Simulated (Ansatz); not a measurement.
# CH9NO2Si: the cost of one run

All numbers below are computed with Ansatz 0.2.0 (UKS LDA/STO-3G).

**1. The starting structure**

Bond lengths: Si1–N2 2.121 Å, Si1–H3 1.459 Å, Si1–H4 1.470 Å, Si1–O5 1.618 Å, Si1–O7 2.072 Å, O7–C8 1.392 Å, N2–H9 1.007 Å, N2–H10 1.006 Å, O5–H11 0.957 Å, C8–H12 1.096 Å, C8–H13 1.097 Å, C8–H14 1.096 Å. Angles (14 of 21 angles, heavy atoms first): N2–Si1–O5 113.3°, N2–Si1–O7 69.9°, O5–Si1–O7 88.2°, Si1–O7–C8 125.2°, Si1–N2–H9 115.4°, Si1–N2–H10 115.5°, N2–Si1–H3 115.7°, N2–Si1–H4 92.5°, H3–Si1–O5 124.7°, H3–Si1–O7 85.8°, H4–Si1–O5 95.7°, H4–Si1–O7 162.0°, Si1–O5–H11 117.7°, O7–C8–H12 109.6°.

As a file:

```xyz
14

Si   -1.0499   -0.1135    0.7607
N     0.1552   -1.7726    0.2181
H    -1.7364    0.5560   -0.3384
H    -2.0559   -0.9714    1.4032
O    -0.5651    0.6125    2.1227
H     0.8897   -0.7224   -0.1713
O     0.7008    0.5412   -0.1338
C     0.7784    1.2035   -1.3559
H    -0.2218   -2.3617   -0.5061
H     0.4900   -2.3337    0.9833
H     0.2041    1.1794    2.0751
H     0.2784    2.1753   -1.2799
H     0.3023    0.6359   -2.1648
H     1.8302    1.3713   -1.6129
```

**2. Run 1**

150 steps of 0.5 fs at constant energy, with velocities drawn for 300 K.

input.yaml reads:

```yaml
crystal:
  periodic: [false, false, false]
  atoms:
    - { symbol: Si, position_ang: [-1.0499, -0.1135, 0.7607] }
    - { symbol: "N", position_ang: [0.1552, -1.7726, 0.2181] }
    - { symbol: H, position_ang: [-1.7364, 0.556, -0.3384] }
    - { symbol: H, position_ang: [-2.0559, -0.9714, 1.4032] }
    - { symbol: O, position_ang: [-0.5651, 0.6125, 2.1227] }
    - { symbol: H, position_ang: [0.8897, -0.7224, -0.1713] }
    - { symbol: O, position_ang: [0.7008, 0.5412, -0.1338] }
    - { symbol: C, position_ang: [0.7784, 1.2035, -1.3559] }
    - { symbol: H, position_ang: [-0.2218, -2.3617, -0.5061] }
    - { symbol: H, position_ang: [0.49, -2.3337, 0.9833] }
    - { symbol: H, position_ang: [0.2041, 1.1794, 2.0751] }
    - { symbol: H, position_ang: [0.2784, 2.1753, -1.2799] }
    - { symbol: H, position_ang: [0.3023, 0.6359, -2.1648] }
    - { symbol: H, position_ang: [1.8302, 1.3713, -1.6129] }
magnetization:
  spin_polarized: true
basis:
  gaussian: { orbitals: STO-3G }
hamiltonian:
  xc: lda
md:
  timestep: 0.5
  n_steps: 150
  ensemble: nve
  temperature: 300.0
  initial_velocities: maxwell_boltzmann
  seed: 71789
```

Run with:

```
$ ansatz run input.yaml --threads 1 --pin off --max-ram 2048MiB --backend cpu --events-out ev --progress --plain --runs-dir out
```

Q: Estimate wall time and peak memory on 1 thread of Arm Neoverse V2, shared host.

About 5.4 min, with a peak of 0.11 GiB.
